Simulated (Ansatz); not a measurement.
A run of Ansatz 0.2.0:

input.yaml

```yaml
crystal:
  lattice:
    - [3.0850655424, 0.0, 0.0]
    - [-1.5425327712, 2.6717451321, 0.0]
    - [0.0, 0.0, 10.340136]
  atoms:
    - { symbol: Ta, position: [0.3333333333, 0.6666666667, 0.245631] }
    - { symbol: Ta, position: [0.6666666667, 0.3333333333, 0.754369] }
    - { symbol: Sc, position: [0.0, 0.0, 0.0] }
    - { symbol: Sc, position: [0.0, 0.0, 0.5] }
    - { symbol: "N", position: [0.3333333333, 0.6666666667, 0.629841] }
    - { symbol: "N", position: [0.6666666667, 0.3333333333, 0.370159] }
hamiltonian:
  xc: lda
  pseudopotentials: { kind: paw }
kpoints:
  mp_grid: { grid: [10, 10, 3] }
scf:
  occupations: { method: fermi_dirac, width: 0.05 }
output:
  forces: true
  stress: true
  eigenvalues: true
relax:
  f_tol: 0.01
  max_steps: 40
  cell: { stress_tol: 0.05 }
```

Potentials or basis: Ansatz PAW.

Command:

```sh
$ ansatz run input.yaml --threads 2 --pin off --max-ram 5632MiB --backend cpu --events-out ev --progress --plain --runs-dir out
```

Hardware: 2 threads of AMD EPYC 7R43 64-Core Processor (Zen 3), with other jobs on the host.

Problem. How long does it take, and how much memory?

Solution. It took 38 s on 2 threads of AMD EPYC 7R43 64-Core Processor (Zen 3), with other jobs on the host, peak memory 0.49 GiB. Counts: scf iterations 63, plane waves 1545, k points 36, bands 35, ion steps 9.
